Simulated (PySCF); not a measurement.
# C6H5Cl (Chlorobenzene): the cost of one run

Programs: PySCF 2.14.0, with routines of our own; each step states its level. All values are computed. Atoms count from 0.

## 1. The system as given

12 atoms, charge 0, multiplicity 1; geometry from: GFN2-xTB.

## 2. Relaxing the molecule at CAM-B3LYP/def2-SV(P)

The job: settings as JSON, then the geometry in Å.

```
{"job": {"xc": "CAM-B3LYP", "basis": "def2-SV(P)", "grid": 1, "kind": "geom"}, "charge": 0, "multiplicity": 1}
Cl     3.042687     0.218554    -0.005508
C      1.316441     0.094595    -0.004410
C      0.549692     1.248321     0.010284
C     -0.830312     1.141913     0.011278
C     -1.435959    -0.103330    -0.000586
C     -0.657981    -1.248812    -0.015506
C      0.723057    -1.157157    -0.017145
H      1.028559     2.214907     0.021523
H     -1.432451     2.037986     0.022778
H     -2.512696    -0.180709     0.003034
H     -1.125473    -2.221816    -0.024227
H      1.335634    -2.045137    -0.027543
```

Started as:

```console
OMP_NUM_THREADS=1 python excited_run.py task.json out
```

One launch serves the whole session: the jobs run in the order shown.

**Question.** How long does this first job take on 1 thread of Arm Neoverse V1, shared host, and how much memory does it need?

About 41 s, with a peak of 0.58 GiB.
